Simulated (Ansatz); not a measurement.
From input file to script: ClFGe2H5N, SMILES [F][GeH]([Cl])[NH][GeH3] in Ansatz 0.2.0.

```yaml
crystal:
  periodic: [false, false, false]
  atoms:
    - { symbol: F, position_ang: [2.9878, -0.3968, -0.5124] }
    - { symbol: Ge, position_ang: [1.4627, 0.1742, 0.1443] }
    - { symbol: Cl, position_ang: [1.553, 0.1199, 2.3078] }
    - { symbol: "N", position_ang: [0.0816, -0.9266, -0.457] }
    - { symbol: Ge, position_ang: [-1.5234, -0.09, -0.0059] }
    - { symbol: H, position_ang: [1.2189, 1.6301, -0.33] }
    - { symbol: H, position_ang: [0.1336, -0.9307, -1.5001] }
    - { symbol: H, position_ang: [-2.7093, -0.9312, -0.5426] }
    - { symbol: H, position_ang: [-1.6343, 0.0272, 1.5358] }
    - { symbol: H, position_ang: [-1.5707, 1.324, -0.6398] }
basis:
  gaussian:
    orbitals: cc-pVDZ
correlation:
  method: rpa
```

Script `energy.py`:
```python
'''Single point of ClFGe2H5N in a Gaussian basis.'''

import ansatz as az
from ase import Atoms

atoms = Atoms(['F', 'Ge', 'Cl', 'N', 'Ge', 'H', 'H', 'H', 'H', 'H'], positions=[
    (2.9878, -0.3968, -0.5124),
    (1.4627, 0.1742, 0.1443),
    (1.553, 0.1199, 2.3078),
    (0.0816, -0.9266, -0.457),
    (-1.5234, -0.09, -0.0059),
    (1.2189, 1.6301, -0.33),
    (0.1336, -0.9307, -1.5001),
    (-2.7093, -0.9312, -0.5426),
    (-1.6343, 0.0272, 1.5358),
    (-1.5707, 1.324, -0.6398),
])
clfge2h5n = az.Crystal.molecule_from_ase(atoms)

job = clfge2h5n.calculation().basis(gaussian='cc-pVDZ').correlation('RPA')
rep = job.session().plan(threads=1).execute().report

print('reference energy %16.6f eV' % rep['reference_energy_ev'])
print('total energy     %16.6f eV' % rep['free_energy_ev'])
print('occupied orbitals outside the frozen core (up, down):', rep['n_occupied'], ' frozen:', rep['n_frozen'], ' virtual:', rep['n_virtual'])

print('correlation energy', round(rep['free_energy_ev'] - rep['reference_energy_ev'], 5), 'eV')
cluster = rep['correlation'].get('coupled_cluster')
if cluster:
    print('cycles', cluster['cycles'], ' T1 diagnostic', round(cluster['t1_diagnostic'], 4), ' largest double', round(cluster['largest_double'], 4))

state = rep['mean_field']['state']
print(f'mean field: {state["energy"]["hartree"]:.7f} Ha, <S^2> = {abs(state["spin_squared"]):.4f}, stability: {state.get("stability", {}).get("kind")}')
```

```console
$ python energy.py
reference energy   -129718.334636 eV
total energy       -129740.918099 eV
occupied orbitals outside the frozen core (up, down): [26, 26]  frozen: 25  virtual: [74, 74]
correlation energy -22.58346 eV
mean field: -4767.0608716 Ha, <S^2> = 0.0000, stability: minimum
```

What to keep in mind:
- Total energies depend on the basis set; only differences at equal settings carry meaning.
- The geometry is a force-field or estimated start, not a minimum of this method, and the basis set is short of its limit.
- Inner cores stay frozen; a filled d shell under the valence of the heavier atoms is correlated with it.
- S² is that of the Hartree-Fock reference.
- Timing: 6.8 s on 1 thread of Arm Neoverse V2, on a shared host, peak memory 0.42 GiB.

(Lines on the test bed's own set-up are left out of the output.)
